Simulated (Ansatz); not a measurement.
# CH6GaN: how energies converge with the basis set

The task here is to estimate one member of a computed series from the others.

The runs use Ansatz 0.2.0, Gaussian basis; one geometry, several basis sets.

The runs, in order: PBE0-D4/def2-SVP; ωB97M-V/def2-SVP; PBE0-D4/def2-QZVPP; ωB97M-V/def2-QZVPP; the functionals' def2-TZVPP values are taken from earlier runs.

## The relaxed structure

An earlier PBE0-D4 in a triple-zeta def2 set relaxation fixed the geometry.

9 atoms, charge 0, spin multiplicity 1.

Atoms are counted from 1 here; the program's logs count them from 0.

Bond lengths: C1–N2 1.443 Å, C1–H4 1.093 Å, C1–H5 1.097 Å, C1–H6 1.097 Å, N2–Ga3 1.815 Å, N2–H7 1.008 Å, Ga3–H8 1.561 Å, Ga3–H9 1.562 Å. Angles: N2–C1–H4 109.8°, N2–C1–H5 112.4°, N2–C1–H6 112.4°, H4–C1–H5 107.2°, H4–C1–H6 107.2°, H5–C1–H6 107.6°, C1–N2–Ga3 127.7°, C1–N2–H7 113.1°, Ga3–N2–H7 119.2°, N2–Ga3–H8 116.6°, N2–Ga3–H9 116.0°, H8–Ga3–H9 127.3°.

The first run:

Input file in.yaml:

```yaml
crystal:
  periodic: [false, false, false]
  atoms:
    - {symbol: C, position_ang: [-0.422704, 0.993534, -0.683432]}
    - {symbol: N, position_ang: [0.451283, -0.099717, -0.331798]}
    - {symbol: Ga, position_ang: [0.296967, -1.236250, 1.074449]}
    - {symbol: H, position_ang: [-1.239003, 1.061827, 0.039452]}
    - {symbol: H, position_ang: [-0.875928, 0.863893, -1.674148]}
    - {symbol: H, position_ang: [0.095732, 1.960495, -0.680580]}
    - {symbol: H, position_ang: [1.224653, -0.208336, -0.968957]}
    - {symbol: H, position_ang: [1.397334, -2.334898, 1.210557]}
    - {symbol: H, position_ang: [-0.928323, -1.000558, 2.014448]}
basis:
  gaussian: {orbitals: def2-SVP}
hamiltonian: {xc: pbe0, dispersion: d4}
output: {orbitals: {seedname: orbitals}}
```

Run with:

```bash
ansatz run in.yaml --threads 4 --pin off --events-out ev --progress --plain --max-ram 10444MiB
```

Among the steps run: PBE0-D4 in def2-SVP; ωB97M-V in def2-SVP; PBE0-D4 in def2-QZVPP; ωB97M-V in def2-QZVPP.

One table of the session follows, with a row left open; its other results are not shown here.

It belongs to the step «Density functionals: the series». 

| functional | basis | HOMO (eV) |
| --- | --- | --- |
| PBE0-D4 | def2-SVP | ? |
| PBE0-D4 | def2-TZVPP | -6.73 |
| PBE0-D4 | def2-QZVPP | -6.75 |
| ωB97M-V | def2-SVP | -8.94 |
| ωB97M-V | def2-TZVPP | -9.04 |
| ωB97M-V | def2-QZVPP | -9.06 |

Q: Estimate the row for PBE0-D4, def2-SVP from the others.

As computed: HOMO (eV): -6.66. In the column «HOMO (eV)» it is the highest.
